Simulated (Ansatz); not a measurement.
# Pd: one crystal by all-electron and frozen-core methods

Does the method matter for Pd? The same cell, functional and mesh are run with LAPW, all electrons, PAW on the default files and datasets made for this crystal.

Computed with Ansatz 0.2.0 (DFT PBEsol, scalar-relativistic, unless a step's input says otherwise).

## (1) Starting point

The structure is cubic, space group Fm-3m (No. 225). The conventional cell has a = 3.890 Å, b = 3.890 Å, c = 3.890 Å, α = 90.00°, β = 90.00°, γ = 90.00°. Pd (site symmetry m-3m) is surrounded by 12 Pd at 2.75 Å.

As a file:

```cif
data_structure
_symmetry_space_group_name_H-M 'Fm-3m'
_symmetry_Int_Tables_number 225
_cell_length_a 3.8898
_cell_length_b 3.8898
_cell_length_c 3.8898
_cell_angle_alpha 90.000
_cell_angle_beta 90.000
_cell_angle_gamma 90.000
_cell_volume 58.85
loop_
_atom_site_label
_atom_site_type_symbol
_atom_site_symmetry_multiplicity
_atom_site_Wyckoff_symbol
_atom_site_fract_x
_atom_site_fract_y
_atom_site_fract_z
_atom_site_occupancy
Pd1 Pd 4 a 0.00000 0.00000 0.00000 1
```

The file gives the conventional cell by its symmetry; the runs use the cell typed in the input.

The cell is a deposited one (Crystallography Open Database entry 9008478); the temperature and pressure of the measurement aren't taken into account, and nothing was relaxed.

## (2) LAPW, all electrons

Input file input.yaml:

```yaml
crystal:
  lattice:
    - [0.0, 1.9449, 1.9449]
    - [1.9449, 0.0, 1.9449]
    - [1.9449, 1.9449, 0.0]
  atoms:
    - { symbol: Pd, position: [0.0, 0.0, 0.0] }
kpoints:
  mp_grid: { grid: [18, 18, 18] }
  band_path:
    path:
      - [0.0, 0.0, 0.0]
      - [0.5, 0.0, 0.5]
      - [0.625, 0.25, 0.625]
      - [0.375, 0.375, 0.75]
      - [0.0, 0.0, 0.0]
      - [0.5, 0.5, 0.5]
      - [0.5, 0.25, 0.75]
      - [0.5, 0.0, 0.5]
    npoints: 14
scf:
  occupations: { method: fermi_dirac, width: 0.05 }
hamiltonian:
  xc: pbesol
  pseudopotentials: { kind: all_electron, lapw: { basis_error: 0.00025 } }
output:
  forces: true
  stress: true
  eigenvalues: true
  populations: true
  dos: { projected: true, de: 0.2, e_range: [-14, 8] }
```

Command:

```console
$ ansatz run input.yaml --threads 1 --pin off --max-ram 3072MiB --backend cpu --events-out ev --progress --plain --runs-dir out
```

## (3) PAW on the default files

input.yaml: that of step 2 with these lines changed.

```diff
@@ -24,3 +24,3 @@
   xc: pbesol
-  pseudopotentials: { kind: all_electron, lapw: { basis_error: 0.00025 } }
+  pseudopotentials: { kind: paw }
 output:
@@ -29,3 +29,9 @@
   eigenvalues: true
+  efg: { contact_densities: true }
   populations: true
+  bader: true
   dos: { projected: true, de: 0.2, e_range: [-14, 8] }
+  write_density: true
+  write_potential: true
+  elf: true
+  volumetric_format: npy
```

## (4) Datasets made for this crystal

input.yaml: that of step 3 with these lines changed.

```diff
@@ -19,3 +19,3 @@
       - [0.5, 0.0, 0.5]
-    npoints: 14
+    npoints: 8
 scf:
@@ -24,3 +24,3 @@
   xc: pbesol
-  pseudopotentials: { kind: paw }
+  pseudopotentials: { kind: all_electron, datasets: crystal }
 output:
@@ -30,8 +30 @@
   efg: { contact_densities: true }
-  populations: true
-  bader: true
-  dos: { projected: true, de: 0.2, e_range: [-14, 8] }
-  write_density: true
-  write_potential: true
-  elf: true
-  volumetric_format: npy
```

(Steps that only read results are left out.)

**Question.** What will these runs give? Wanted: pressure; gap.

**Answer**, as computed:

```
  quantity                                              value
  pressure  LAPW -2.26, PAW -2.21, crystal datasets -2.26 GPa
gap (LAPW)                                               none
```

**Reading.** The pressure of -2.3 GPa pushes the cell to shrink, with the atoms held in place. Bands cross the Fermi level: the crystal is a metal at this level. Pd 4d carries the largest share, 100 %, of the projected states within 0.3 eV of the Fermi level. The projection holds only the free atom's occupied shells (Pd 4d in this range). PAW lies +0.05 GPa from LAPW in pressure. LAPW took about 3 times as long as PAW (17 s against 5.2 s, on a shared host and with the outputs that each input asks for).
